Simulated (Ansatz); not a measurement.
Crystal: PtSe.

```xyz
2
Lattice="3.7019 0.0000 0.0000 -1.8509 3.2059 0.0000 0.0000 0.0000 3.6128" Properties=species:S:1:pos:R:3 pbc="T T T"
Pt    0.0000    0.0000    0.0000
Se    1.8509    1.0686    1.8064
```

The cell comes from a database or a generator and needn't be the stable form of this composition.

| Item | Value |
| --- | --- |
| Program | Ansatz 0.2.0 |
| Task | relaxation of cell and atoms |
| Functional | HF |
| Potentials or basis | Ansatz PAW |
| Cutoff | 420 eV (not typed: the program's choice for these potentials) |
| k mesh | 4 × 4 × 4 |
| Occupations | fermi-dirac, width 0.05 eV |
| Spin | no spin polarisation |

At the start: volume 21.44 Å³/atom.

Problem. Where does the relaxation end?

Solution. It ends after 5 steps and the volume is 19.59 Å³/atom (-8.6 %); space group P-6m2 (No. 187, to 0.05 Å).

The path:
```csv
step,energy change (eV),largest force (eV/Å),volume (Å³)
1,0.0000,0.0000,42.88
2,-0.1406,0.0000,38.64
3,-0.1453,0.0000,39.24
4,-0.1453,0.0000,39.18
5,-0.1430,0.0000,39.18
```

Final structure:
```cif
data_structure
_symmetry_space_group_name_H-M 'P 1'
_symmetry_Int_Tables_number 1
_cell_length_a 3.6547
_cell_length_b 3.6547
_cell_length_c 3.3868
_cell_angle_alpha 90.000
_cell_angle_beta 90.000
_cell_angle_gamma 120.000
_cell_volume 39.18
loop_
_atom_site_label
_atom_site_type_symbol
_atom_site_fract_x
_atom_site_fract_y
_atom_site_fract_z
_atom_site_occupancy
Pt1 Pt 0.00000 0.00000 0.00000 1
Se1 Se 0.66667 0.33333 0.50000 1
```

Caveat: the k mesh is coarse (spacing up to 0.49 Å⁻¹), so the values aren't converged, least of all with exact exchange; the plane-wave basis is chosen anew once the cell has moved, so the energies of steps on either side of that aren't comparable; the PAW data sets come from PBE, with cores solved anew for the run's functional, which leaves a small shift of forces and pressure.
